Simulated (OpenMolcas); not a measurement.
**Rh⁵⁺ among point charges: CASSCF and CASPT2 levels and susceptibility**

Aim: the splitting of the states of Rh⁵⁺ in the field of 8 point charges, its lowest levels with spin-orbit coupling and its magnetic susceptibility.

Method: state-averaged CASSCF and CASPT2, spin-orbit coupling by RASSI with atomic mean-field integrals. Code: OpenMolcas 26.06.

## (1) What is computed

- Species: Rh⁵⁺ (rhodium, Z = 45, 40 electrons)
- Basis: ANO-RCC-VDZP [6s5p3d1f], 43 functions
- Scalar Hamiltonian: DKH2, point nucleus
- Inactive shells: 1s 2s 2p 3s 3p 3d 4s 4p
- Active space: 4 electrons in 5 orbitals (4d)
- Some configurations of this space: 4d⁴
- Orbitals: optimised for each spin and parity, averaged over all roots

The outer shells:

4d4
```
4d [↑ ][↑ ][↑ ][↑ ][  ]
```

The ion sits among 8 point charges of -1.2 e arranged as a cube (Oh), 1.89 Å from the ion.

Each step is its own input file, run in one work folder so that later steps find the files of earlier ones. Labels, J, g values, rates, χT and fits are worked out afterwards by a script from the matrices that RASSI stores. The input lists half of the charges; inversion (Group=XYZ) makes the rest.

## (2) One- and two-electron integrals

a.inp

```
&GATEWAY
Coord
1

Rh 0.0 0.0 0.0
Basis=ANO-RCC-VDZP
Group=XYZ
NoMove
AngMom=0.0 0.0 0.0
AMFI
XField
4 Angstrom 0
1.091192 1.091192 1.091192 -1.200000
1.091192 1.091192 -1.091192 -1.200000
1.091192 -1.091192 1.091192 -1.200000
1.091192 -1.091192 -1.091192 -1.200000
&SEWARD
```

Launch:

```console
$ OMP_NUM_THREADS=1 MOLCAS_MEM=1689 MOLCAS_PROJECT=a pymolcas a.inp > a.log
```

## (3) CASSCF: quintets of even parity, 5 roots

a.inp

```
&RASSCF
FileOrb=start.orb
Symmetry=1
Spin=5
nActEl=4 0 0
Inactive=9 9
Ras2=5 0
CIRoot=5 5 1
SDav=5
CIMx=300
Iter=120 100
PrWF=0.3
OrbListing=Nothing
MaxOrb=0
>>> COPY $Project.JobIph JOB001
```

start.orb holds the contracted functions of the basis, ordered by shell, or the orbitals of the step before.

## (4) CASSCF: triplets of even parity, 45 roots

a.inp

```
&RASSCF
FileOrb=start.orb
Symmetry=1
Spin=3
nActEl=4 0 0
Inactive=9 9
Ras2=5 0
CIRoot=45 45 1
SDav=45
CIMx=300
Iter=120 100
PrWF=0.3
OrbListing=Nothing
MaxOrb=0
>>> COPY $Project.JobIph JOB002
```

## (5) Reference wave functions, singlets of even parity, 50 roots

a.inp

```
&RASSCF
FileOrb=start.orb
Symmetry=1
Spin=1
nActEl=4 0 0
Inactive=9 9
Ras2=5 0
CIRoot=50 50 1
SDav=50
CIMx=300
Iter=120 100
PrWF=0.3
OrbListing=Nothing
MaxOrb=0
>>> COPY $Project.JobIph JOB003
```

## (6) State interaction with spin-orbit coupling

a.inp

```
&RASSI
NrOfJobIphs=3 5 45 50
1 2 3 4 5
1 2 3 4 5 6 7 8 9 10 11 12 13 14 15 16 17 18 19 20 21 22 23 24 25 26 27
28 29 30 31 32 33 34 35 36 37 38 39 40 41 42 43 44 45
1 2 3 4 5 6 7 8 9 10 11 12 13 14 15 16 17 18 19 20 21 22 23 24 25 26 27
28 29 30 31 32 33 34 35 36 37 38 39 40 41 42 43 44 45 46 47 48 49 50
IphNames
JOB001
JOB002
JOB003
EJob
SpinOrbit
DIPRint=1.0
SOCoupling=1000.0
Subsets=2
Property=9
'ANGMOM' 1 'ANGMOM' 2 'ANGMOM' 3 'MLTPL  1' 1 'MLTPL  1' 2 'MLTPL  1' 3
'AMFI' 1 'AMFI' 2 'AMFI' 3
SOProperty=3
'ANGMOM' 1 'ANGMOM' 2 'ANGMOM' 3
```

## (7) CASPT2: IPEA 0.25, imaginary shift 0.1 (closed shells correlated: 4s 4p)

a.inp

```
>>> COPY JOB001 $Project.JobIph
&CASPT2
Multistate=5 1 2 3 4 5
NoMult
Frozen=8 6
IPEA=0.25
Imaginary=0.1
MaxIter=60
WThr=0.0 0.3 0.05
PrWF=0.5
NoMix
>>> COPY JOB002 $Project.JobIph
&CASPT2
Multistate=45 1 2 3 4 5 6 7 8 9 10 11 12 13 14 15 16 17 18 19 20 21 22
23 24 25 26 27 28 29 30 31 32 33 34 35 36 37 38 39 40 41 42 43 44 45
NoMult
Frozen=8 6
IPEA=0.25
Imaginary=0.1
MaxIter=60
WThr=0.0 0.3 0.05
PrWF=0.5
NoMix
>>> COPY JOB003 $Project.JobIph
&CASPT2
Multistate=50 1 2 3 4 5 6 7 8 9 10 11 12 13 14 15 16 17 18 19 20 21 22
23 24 25 26 27 28 29 30 31 32 33 34 35 36 37 38 39 40 41 42 43 44 45 46
47 48 49 50
NoMult
Frozen=8 6
IPEA=0.25
Imaginary=0.1
MaxIter=60
WThr=0.0 0.3 0.05
PrWF=0.5
NoMix
```

(Steps that only read results are left out.)

Before running it: what results should come out? Wanted: spin-free ground state; first state of the same spin within the active space; lowest level; next level.

As calculated:

| quantity | value |
| --- | --- |
| method | SS-CASPT2, IPEA 0.25, imaginary shift 0.1 (closed shells correlated: 4s 4p) |
| spin-free ground state | 5T2, 3-fold in its orbital part |
| first state of the same spin within the active space | 5E at 3910 cm⁻¹ |
| lowest level | 1-fold A1 |
| next level | 590.7 cm⁻¹ |
| χT at 300 K | 0.69 cm³ K/mol |
| effective moment at 300 K | 2.35 μB |

Cost by method:

```csv
method,time of its own steps,time with the reference
A. CASSCF,36 s,36 s
"B. SS-CASPT2, IPEA 0.25, imaginary shift 0.1, +4s 4p",9.6 s,45 s
```

Times are of one thread on a shared host.

In words: The spin-free ground state (5T2) comes to 100 % from free-ion D terms and keeps the highest spin of the shell. χT at 300 K is 0.69, against 3.01 cm³ K/mol for the spin alone, so spin-orbit coupling lowers it. An active space of the d shell alone favours high spin; real ions in strong fields can be low spin. CASPT2 does not keep the components of a term degenerate, and the means are used. The field of point charges can differ much from that of real complexes. With metal d orbitals alone active, the gaps between spin states are rough; where two lie within a few thousand cm-1, their order is open. This is an electrostatic model: the charges have no orbitals.
